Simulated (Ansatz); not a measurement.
I need a search for lower mean-field states of GaH (charge -1). Use the Ansatz DFT code, driven from Python. Settings (for the species named): B3LYP, def2-SVP basis, multiplicity 2.

```xyz
2

Ga    0.0000    0.0000    0.0000
H     0.0000    0.0000    1.6250
```

The script, `gah_states.py`:
```python
# -*- coding: utf-8 -*-
"""Does a wider search find a lower mean-field state of GaH(-)?"""

from dataclasses import dataclass

import ansatz as az
import numpy as np


@dataclass(frozen=True)
class Settings:
    basis_set: str = "def2-SVP"
    functional: str = "b3lyp"
    charge: int = -1


opts = Settings()


def main():
    geometry_ang = [
        ("Ga", [0.0, 0.0, 0.0]),
        ("H", [0.0, 0.0, 1.625]),
    ]
    molecule = az.Crystal.molecule()
    for symbol, xyz in geometry_ang:
        molecule = molecule.atom(symbol, xyz)
    symbols = [site.symbol for site in molecule.cartesian_sites]

    start = np.array([site.position_ang for site in molecule.cartesian_sites])
    for factor in [1.0, 1.3]:
        xyz = (start - start.mean(axis=0)) * factor
        scaled = az.Crystal.molecule()
        for symbol, place in zip(symbols, xyz):
            scaled = scaled.atom(symbol, place.tolist())
        base = (
            scaled.calculation()
            .basis(gaussian=opts.basis_set)
            .functional(opts.functional)
            .charge(opts.charge)
            .spin("collinear", total=1)
        )
        for search in ("off", "standard"):
            try:
                rep = base.scf(lower_state_search=search).run(threads=1, pin="off").report
            except az.AnsatzError as error:
                print(f"x{factor} search {search}: {type(error).__name__}")
                continue
            state = rep["mean_field"]["state"]
            print(f"all distances x{factor}, search {search:8s} E = {rep['free_energy_ev']:.5f} eV  <S^2> = {abs(state['spin_squared']):.3f}  other states met: {len(rep['mean_field']['others'])}")


if __name__ == "__main__":
    main()
```

```console
$ python gah_states.py
all distances x1.0, search off      E = -52387.71594 eV  <S^2> = 0.752  other states met: 0
all distances x1.0, search standard E = -52387.71594 eV  <S^2> = 0.752  other states met: 2
all distances x1.3, search off      E = -52387.49402 eV  <S^2> = 0.752  other states met: 0
all distances x1.3, search standard E = -52387.49402 eV  <S^2> = 0.752  other states met: 2
```

What to keep in mind:
- These settings explore the input space; basis and method may be short of convergence.
- The count of other states can hold repeated and symmetry-equivalent ends of the search; scaling all distances is a test, and for more than two atoms no physical path.
- The run takes the species as open-shell (spin multiplicity 2), which needn't be its ground state.
- b3lyp holds the VWN-RPA fit, as in Gaussian; the form of ORCA and Turbomole is b3lyp5.
- Anions want diffuse functions, which this basis lacks.
- Processor time in the engine: 1.3 s on 1 thread of AMD EPYC 9B45 (Zen 5), on a shared host, peak memory 0.16 GiB.
